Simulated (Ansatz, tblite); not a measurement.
# Sn22H28 ring sphere (Sn₂₂H₂₈): spin states and exact exchange

Is the singlet the ground state of Sn22H28 ring sphere (Sn₂₂H₂₈)? Other spin states are computed and compared level by level.

Computed with Ansatz 0.2.0, Gaussian basis. Level: as each input shows.

Plan: triplet, at the geometry of the singlet (GFN1-xTB, GFN2-xTB, PBE0-D4/def2-TZVP, PBE-D4/def2-TZVP); the singlet's energies come from earlier runs.

1 further run of the same task is left out (set aside as unsound or not needed).

**1. The geometry**

The geometry is that of the singlet, from an earlier relaxation (PBE-D4/def2-SVP).

50 atoms, charge 0, spin multiplicity 1.

Bond lengths: Sn1–Sn14 2.819 Å, Sn1–Sn15 2.826 Å, Sn1–H23 1.739 Å, Sn1–H24 1.739 Å, Sn2–Sn15 2.826 Å, Sn2–Sn16 2.820 Å, Sn2–H25 1.739 Å, Sn2–H26 1.739 Å, Sn3–Sn14 2.817 Å, Sn3–Sn17 2.823 Å, Sn3–H27 1.738 Å, Sn3–H28 1.738 Å, Sn4–Sn14 2.819 Å, Sn4–Sn18 2.826 Å, Sn4–H29 1.739 Å, Sn4–H30 1.739 Å, Sn5–Sn15 2.826 Å, Sn5–Sn18 2.827 Å and more. Angles: Sn14–Sn1–Sn15 110.5°, Sn14–Sn1–H23 110.2°, Sn14–Sn1–H24 110.2°, Sn15–Sn1–H23 109.4°, Sn15–Sn1–H24 109.6°, H23–Sn1–H24 106.9°, Sn15–Sn2–Sn16 110.5°, Sn15–Sn2–H25 109.5°, Sn15–Sn2–H26 109.4°, Sn16–Sn2–H25 110.1°, Sn16–Sn2–H26 110.3°, H25–Sn2–H26 107.0°, Sn14–Sn3–Sn17 109.4°, Sn14–Sn3–H27 110.1°, Sn14–Sn3–H28 110.1°, Sn17–Sn3–H27 110.0°, Sn17–Sn3–H28 110.0°, H27–Sn3–H28 107.2° and more.

Sn takes a core potential in the def2 sets. No spin-orbit coupling is included.

**2. Triplet at the fixed geometry, GFN1-xTB**

Tight binding, by tblite at 300 K electronic temperature and without a spin-polarisation term:

```python
tblite.interface.Calculator('GFN1-xTB', numbers, positions, charge=0, uhf=2).singlepoint()
```

Energy -1924.0290 eV; 0.4 s.

**3. Triplet at the fixed geometry, GFN2-xTB**

Tight binding, by tblite at 300 K electronic temperature and without a spin-polarisation term:

```python
tblite.interface.Calculator('GFN2-xTB', numbers, positions, charge=0, uhf=2).singlepoint()
```

Energy -1661.3409 eV; 0.86 s.

**4. Triplet at the fixed geometry, PBE0-D4/def2-TZVP**

File in.yaml:

```yaml
crystal:
  periodic: [false, false, false]
  atoms:
    - {symbol: Sn, position_ang: [-4.330384, -1.086716, -2.207931]}
    - {symbol: Sn, position_ang: [-4.326747, 2.211996, 1.078877]}
    - {symbol: Sn, position_ang: [-1.090872, -1.091898, -5.468642]}
    - {symbol: Sn, position_ang: [-1.084771, -4.332553, -2.204746]}
    - {symbol: Sn, position_ang: [-1.053030, -1.051668, 1.047514]}
    - {symbol: Sn, position_ang: [2.204139, -4.331795, 1.081625]}
    - {symbol: Sn, position_ang: [2.172978, -1.064248, -2.177942]}
    - {symbol: Sn, position_ang: [2.207276, -1.084462, 4.323805]}
    - {symbol: Sn, position_ang: [-1.060122, 2.170367, -2.176183]}
    - {symbol: Sn, position_ang: [-1.082325, 5.467517, 1.084857]}
    - {symbol: Sn, position_ang: [2.176752, 2.172085, 1.055815]}
    - {symbol: Sn, position_ang: [-1.083585, 2.200675, 4.324716]}
    - {symbol: Sn, position_ang: [5.466905, -1.090672, 1.083521]}
    - {symbol: Sn, position_ang: [-2.716821, -2.720416, -3.843904]}
    - {symbol: Sn, position_ang: [-2.726290, 0.559295, -0.562831]}
    - {symbol: Sn, position_ang: [-2.711102, 3.845504, 2.713289]}
    - {symbol: Sn, position_ang: [0.537388, 0.534845, -3.834588]}
    - {symbol: Sn, position_ang: [0.559242, -2.725295, -0.561456]}
    - {symbol: Sn, position_ang: [0.561641, 0.558339, 2.717737]}
    - {symbol: Sn, position_ang: [3.844439, -2.719016, 2.712107]}
    - {symbol: Sn, position_ang: [3.830494, 0.534700, -0.543416]}
    - {symbol: Sn, position_ang: [0.539649, 3.827742, -0.541782]}
    - {symbol: H, position_ang: [-5.363763, -0.090111, -3.189601]}
    - {symbol: H, position_ang: [-5.367375, -2.068078, -1.215352]}
    - {symbol: H, position_ang: [-5.365753, 1.223840, 2.062425]}
    - {symbol: H, position_ang: [-5.357584, 3.192696, 0.078776]}
    - {symbol: H, position_ang: [-2.079120, -0.100888, -6.499738]}
    - {symbol: H, position_ang: [-0.100597, -2.079049, -6.501508]}
    - {symbol: H, position_ang: [-2.067698, -5.365924, -1.210018]}
    - {symbol: H, position_ang: [-0.088778, -5.369141, -3.183587]}
    - {symbol: H, position_ang: [-2.062912, -2.058576, 2.055250]}
    - {symbol: H, position_ang: [1.209733, -5.363610, 2.066522]}
    - {symbol: H, position_ang: [3.178775, -5.370258, 0.083501]}
    - {symbol: H, position_ang: [3.178728, -2.083714, -3.176441]}
    - {symbol: H, position_ang: [1.216019, -2.065000, 5.362780]}
    - {symbol: H, position_ang: [3.189265, -0.085937, 5.354738]}
    - {symbol: H, position_ang: [-2.077364, 3.173619, -3.179234]}
    - {symbol: H, position_ang: [-2.070073, 6.500757, 0.095705]}
    - {symbol: H, position_ang: [-0.089285, 6.497924, 2.071758]}
    - {symbol: H, position_ang: [3.181189, 3.171946, 2.075153]}
    - {symbol: H, position_ang: [-2.070801, 1.204850, 5.353012]}
    - {symbol: H, position_ang: [-0.090647, 3.176675, 5.366737]}
    - {symbol: H, position_ang: [6.499215, -2.077379, 0.092461]}
    - {symbol: H, position_ang: [6.497867, -0.100510, 2.072711]}
    - {symbol: H, position_ang: [-3.726788, -3.728602, -4.848106]}
    - {symbol: H, position_ang: [-3.719107, 4.850489, 3.722969]}
    - {symbol: H, position_ang: [1.551839, 1.550007, -4.828130]}
    - {symbol: H, position_ang: [4.849693, -3.726067, 3.722381]}
    - {symbol: H, position_ang: [4.823053, 1.549920, -1.558858]}
    - {symbol: H, position_ang: [1.552816, 4.819793, -1.559345]}
basis:
  gaussian: {orbitals: def2-TZVP, fitting: {mean_field: def2-universal-jkfit}}
magnetization: {spin_polarized: true, initial_magnetization: 2}
hamiltonian: {xc: pbe0, dispersion: d4}
scf: {omitted_lower_state_checks: [starts]}
output: {orbitals: {seedname: orbitals}}
```

Run with:

```bash
ansatz run in.yaml --threads 11 --pin off --events-out ev --progress --plain --max-ram 110592MiB --backend cuda --devices 0, --max-vram 75GiB
```

The log of the run:

```text
Functional definition: PBE0
  name "PBE0"
  cite "Adamo & Barone, J. Chem. Phys. 110, 6158 (1999) doi:10.1063/1.478522"
  cite "Perdew, Burke & Ernzerhof, Phys. Rev. Lett. 77, 3865 (1996) doi:10.1103/PhysRevLett.77.3865"
  parent pbe
  parameter a = 0.25
  parameter kappa = 0.804
  parameter beta = 0.06672455060314922
  exchange = (1 - a)*pbe_x(kappa = kappa, mu = beta*pi^2/3) + a*exact_x
  correlation = pbe_c(beta = beta)
these checks for a lower state are left out or cut short: starts
5300 factors; integrals over basis functions are off by at most 6.1e-1 eV
mean field evaluation 1: about -128762.8370 eV, gradient 2.4e1 eV
mean field evaluation 2: about -128763.9976 eV, gradient 1.8e1 eV
mean field evaluation 4: about -128765.4456 eV, gradient 3.8e0 eV
mean field evaluation 8: about -128765.5046 eV, gradient 4.6e-1 eV
mean field evaluation 16: about -128765.5101 eV, gradient 5.8e-2 eV
mean field evaluation 32: about -128765.5959 eV, gradient 2.6e-5 eV
mean field -128765.59591512 eV, -4732.0483694251 hartree, gradient 5.3e-6 eV, S^2 2.006687; 0 other end points of the search recorded, 0 dependent functions left out
reference -128765.59605639 eV, -4732.0483746164 hartree; 257, 255 occupied and 1011, 1013 virtual orbitals, 5300 factors
Total energy: -128769.19324786 eV, -4732.1805689649 hartree
Checks for a lower state left out: starts
```

Wall time 57 s (1 × H100 with 11 threads of AMD EPYC 7R13, shared host); peak host memory 2.4 GiB.

From the report: HOMO -3.32 eV, LUMO -5.65 eV (over both spins; with the spin held, an empty level of the minority spin lies below the top filled one); ⟨S²⟩ 2.007 (pure: 2.00).

**5. Triplet at the fixed geometry, PBE-D4/def2-TZVP**

start.molden holds the orbitals of an earlier run on this state, given as this run's starting guess.

in.yaml, as its differences from that of step 4:

```diff
@@ -54,5 +54,5 @@
 basis:
-  gaussian: {orbitals: def2-TZVP, fitting: {mean_field: def2-universal-jkfit}}
+  gaussian: {orbitals: def2-TZVP, fitting: {mean_field: def2-universal-jkfit}, initial_orbitals: start.molden}
 magnetization: {spin_polarized: true, initial_magnetization: 2}
-hamiltonian: {xc: pbe0, dispersion: d4}
+hamiltonian: {xc: pbe, dispersion: d4}
 scf: {omitted_lower_state_checks: [starts]}
```

The command is unchanged.

The log of the run:

```text
Functional definition: PBE
  name "PBE"
  cite "Perdew, Burke & Ernzerhof, Phys. Rev. Lett. 77, 3865 (1996) doi:10.1103/PhysRevLett.77.3865"
  parent pbe
  parameter kappa = 0.804
  parameter beta = 0.06672455060314922
  exchange = pbe_x(kappa = kappa, mu = beta*pi^2/3)
  correlation = pbe_c(beta = beta)
these checks for a lower state are left out or cut short: starts
5300 factors; integrals over basis functions are off by at most 6.1e-1 eV
mean field evaluation 1: about -128758.3802 eV, gradient 1.3e1 eV
mean field evaluation 2: about -128759.2697 eV, gradient 9.8e-1 eV
mean field evaluation 4: about -128759.3139 eV, gradient 3.5e-1 eV
mean field evaluation 8: about -128759.3252 eV, gradient 9.1e-3 eV
mean field evaluation 16: about -128759.3252 eV, gradient 2.7e-5 eV
mean field -128759.32519276 eV, -4731.8179246288 hartree, gradient 2.0e-6 eV, S^2 2.002001; 0 other end points of the search recorded, 0 dependent functions left out
reference -128759.32538081 eV, -4731.8179315394 hartree; 257, 255 occupied and 1011, 1013 virtual orbitals, 5300 factors
Total energy: -128763.18777141 eV, -4731.9598717759 hartree
Checks for a lower state left out: starts
```

It took 26 s on 1 × H100 with 11 threads of AMD EPYC 7R13, shared host; peak host memory 2.3 GiB.

From the report: HOMO -3.15 eV, LUMO -5.80 eV (over both spins; with the spin held, an empty level of the minority spin lies below the top filled one); ⟨S²⟩ 2.002 (pure: 2.00).

**6. Triplet less singlet, vertical**

The singlet's energies are those of its earlier runs, whose logs aren't repeated here.

| level | triplet less singlet, vertical (eV) | time |
| --- | --- | --- |
| GFN1-xTB | +1.285 | 0.74 s |
| GFN2-xTB | +0.815 | 1.6 s |
| PBE-D4/def2-TZVP | +2.702 | 36 s |
| PBE0-D4/def2-TZVP | +3.334 | 66 s |

Times add the two runs; a level without a time comes out of a correlated run. Tight binding without a spin term can't rank spin states.

**7. Outcome**

```
                                                quantity                                   value
triplet less singlet, vertical, functionals in def2-TZVP  +2.702 (PBE-D4) to +3.334 eV (PBE0-D4)
```

What this shows: All functionals put the triplet above the singlet, over a spread of 0.633 eV. The checks for a lower triplet were left out, so another state of that spin may lie lower. These are electronic energies, without zero-point motion, entropy or surroundings.
